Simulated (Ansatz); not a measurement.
# W: one contact scaled

One table from this session's results is given with a row withheld; the runs are named, their logs left out.

Computed with Ansatz 0.2.0 (DFT, PBEsol, PAW with Ansatz's default frozen-core files, scalar-relativistic, unless a step's input says otherwise).

2 further runs of the same task are left out: 2 that didn't finish. Runs told in other sessions of the task aren't counted.

**The structure to begin with**

The structure is hexagonal, space group P6_3/mmc (No. 194). The conventional cell has a = 2.845 Å, b = 2.845 Å, c = 4.608 Å, α = 90.00°, β = 90.00°, γ = 120.00°. Around W (site symmetry -6m2) lie 12 W at 2.83 to 2.84 Å.

Coordinates:

```
W
1.0
     2.84451    0.00000    0.00000
    -1.42226    2.46342    0.00000
     0.00000    0.00000    4.60811
W
2
Direct
  0.33333 0.66667 0.25000
  0.66667 0.33333 0.75000
```

Atoms are numbered in the order of the input: W1, W2.

The first run:

File input.yaml:

```yaml
crystal:
  lattice:
    - [2.844510009, 0.0, 0.0]
    - [-1.4222550045, 2.4634179291, 0.0]
    - [0.0, 0.0, 4.6081062146]
  atoms:
    - { symbol: W, position: [0.3333333333, 0.6666666667, 0.25] }
    - { symbol: W, position: [0.6666666667, 0.3333333333, 0.75] }
kpoints:
  mp_grid: { grid: [12, 12, 7] }
scf:
  occupations: { method: fermi_dirac, width: 0.05 }
hamiltonian:
  xc: pbesol
  pseudopotentials: { kind: paw }
output:
  forces: true
  stress: true
  eigenvalues: true
  populations: true
```

Run with:

```console
$ ansatz run input.yaml --threads 1 --pin off --max-ram 2048MiB --backend cpu --events-out ev --progress --plain --runs-dir out
```

Among the steps run: Shortest bond scaled by 1, PAW; Shortest bond scaled by 1.1, PAW; Shortest bond scaled by 0.76, PAW; Shortest bond scaled by 0.7, PAW; Shortest bond scaled by 0.64, PAW.

One table of the session follows, with a row left open; its other results are not shown here.

```
method  length (Å)  F from the given length (eV/cell)  force along the bond (eV/Å)  pressure (GPa)  largest force (eV/Å)
   PAW       1.811                              8.178                       31.779          126.88                32.224
   PAW       1.981                              4.169                       16.851           76.35                17.184
   PAW       2.150                              2.087                        8.563           43.32                 8.840
   PAW       2.829                                  ?                            ?               ?                     ?
   PAW       3.112                              0.347                       -2.055            3.28                 2.980
```

**Question.** Estimate the row for PAW, 2.829.

As computed: F from the given length (eV/cell): 0.000; force along the bond (eV/Å): 0.000; pressure (GPa): -3.63; largest force (eV/Å): 0.000. In the column «F from the given length (eV/cell)» it is the lowest.
